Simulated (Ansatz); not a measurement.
Geometry optimisation, DFT PBE, scalar-relativistic, plane waves, PAW (Ansatz 0.2.0).

The input (input.yaml):

```yaml
crystal:
  lattice:
    - [0.0, 5.43, 5.43]
    - [5.43, 0.0, 5.43]
    - [5.43, 5.43, 0.0]
  atoms:
    - { symbol: Si, position: [0.0, 0.0, 0.0] }
    - { symbol: Si, position: [0.125, 0.125, 0.125] }
    - { symbol: Si, position: [0.0, 0.0, 0.5] }
    - { symbol: Si, position: [0.125, 0.125, 0.625] }
    - { symbol: Si, position: [0.0, 0.5, 0.0] }
    - { symbol: Si, position: [0.125, 0.625, 0.125] }
    - { symbol: Si, position: [0.0, 0.5, 0.5] }
    - { symbol: Si, position: [0.125, 0.625, 0.625] }
    - { symbol: Si, position: [0.5, 0.0, 0.0] }
    - { symbol: Si, position: [0.625, 0.125, 0.125] }
    - { symbol: Si, position: [0.5, 0.0, 0.5] }
    - { symbol: Si, position: [0.625, 0.125, 0.625] }
    - { symbol: Si, position: [0.5, 0.5, 0.0] }
    - { symbol: Si, position: [0.625, 0.625, 0.125] }
    - { symbol: Si, position: [0.5, 0.5, 0.5] }
    - { symbol: Si, position: [0.625, 0.625, 0.625] }
    - { symbol: Si, position: [0.8132356, 0.3215101, 0.7997395] }
basis:
  ecutwfc: 420.0
kpoints:
  mp_grid: { grid: [2, 2, 2] }
hamiltonian:
  xc: pbe
  pseudopotentials: { kind: paw, azcp: { folder: soft_1 } }
scf:
  occupations: { method: gaussian, width: 0.05 }
  lower_state_search: "off"
relax:
  f_tol: 0.03
  max_steps: 60
  adjacent_minimum: "off"
```

Launched with:

```bash
$ ansatz run input.yaml --threads 1 --pin off --max-ram 3072MiB --backend cpu --events-out ev --progress --plain --runs-dir out
```

Where does it end, and by what steps?

The run converged. Limits of this set-up: coarse k mesh. After 13 steps the energy has fallen by 1.076 eV; Si12 moved furthest, 0.47 Å.

| step | energy less start (eV) | largest force component (eV/Å) | accepted |
| --- | --- | --- | --- |
| 0 | 0.0000 | 2.939 | yes |
| 1 | -0.7700 | 1.226 | yes |
| 2 | -1.0223 | 0.143 | yes |
| 3 | -1.0406 | 0.103 | yes |
| 4 | -1.0449 | 0.033 | yes |
| 5 | -1.0508 | 0.121 | yes |
| 6 | -1.0403 | 0.247 | no |
| 7 | -1.0605 | 0.095 | yes |
| 8 | -1.0700 | 0.071 | yes |
| 9 | -1.0672 | 0.150 | no |
| 10 | -1.0749 | 0.069 | yes |
| 11 | -1.0617 | 0.136 | no |
| 12 | -1.0755 | 0.033 | yes |
| 13 | -1.0761 | 0.016 | yes |

```xyz
17
Lattice="0.0000 5.4300 5.4300 5.4300 0.0000 5.4300 5.4300 5.4300 0.0000" Properties=species:S:1:pos:R:3
Si -0.044 0.010 -0.041
Si 1.319 1.326 1.324
Si 2.644 2.772 0.063
Si 3.878 4.189 1.477
Si 2.628 -0.090 2.632
Si 3.977 1.259 3.981
Si 5.385 2.668 2.731
Si 6.750 4.031 4.047
Si 0.059 2.772 2.650
Si 1.474 4.188 3.884
Si 2.965 5.677 2.969
Si 4.345 7.057 4.350
Si 2.727 2.668 5.389
Si 4.043 4.031 6.754
Si 5.489 5.356 5.494
Si 6.906 6.590 6.909
Si 5.844 8.556 5.850
```

Whether the end is a true minimum wasn't checked by a vibrational analysis.

Run time: 49 s on 1 thread of AMD EPYC 7R43 64-Core Processor (Zen 3) (shared host), peak memory 0.56 GiB.
